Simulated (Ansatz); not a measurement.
# Ga: the cost of one run

Computed with Ansatz 0.2.0 (DFT r2SCAN, scalar-relativistic, plane waves, PAW, unless a step's input says otherwise).

## (1) The system as given

It takes space group Cmcm (No. 63, orthorhombic). The conventional cell has a = 2.739 Å, b = 7.910 Å, c = 3.351 Å, α = 90.00°, β = 90.00°, γ = 90.00°. Around Ga (site symmetry m2m) lie 8 Ga at 2.70 to 2.84 Å.

Coordinates:

```xyz
2
Lattice="1.3694 -3.9551 0.0000 1.3694 3.9551 0.0000 0.0000 0.0000 3.3505" Properties=species:S:1:pos:R:3 pbc="T T T"
Ga    1.3694   -2.8959    0.8376
Ga    1.3694    2.8959    2.5129
```

This cell was relaxed beforehand with the same method: volume 18.15 Å³/atom, gap on the mesh none (metal).

## (2) The cell scaled to 0.97 of its volume

Input file input.yaml:

```yaml
crystal:
  lattice:
    - [1.3555436454, -3.9151819084, 0.0]
    - [1.3555436454, 3.9151819084, 0.0]
    - [0.0, 0.0, 3.3166573326]
  atoms:
    - { symbol: Ga, position: [0.8660941874, 0.1339058126, 0.25] }
    - { symbol: Ga, position: [0.1339058126, 0.8660941874, 0.75] }
basis:
  ecutwfc: 500
kpoints:
  mp_grid: { grid: [16, 16, 14] }
hamiltonian:
  xc: r2scan
scf:
  occupations: { method: gaussian, width: 0.1 }
output:
  forces: true
  stress: true
  eigenvalues: true
relax:
  adjacent_minimum: "off"
  f_tol: 0.01
  max_steps: 30
  cell: { stress_tol: 0.1, fix: [volume] }
```

Launch:

```
ansatz run input.yaml --threads 1 --pin off --max-ram 2560MiB --backend cpu --events-out ev --progress --plain --runs-dir out
```

**Question.** How long does this run take on 1 thread of Arm Neoverse V1, shared host, and how much memory does it need?

About 2.3 min, with a peak of 0.76 GiB.
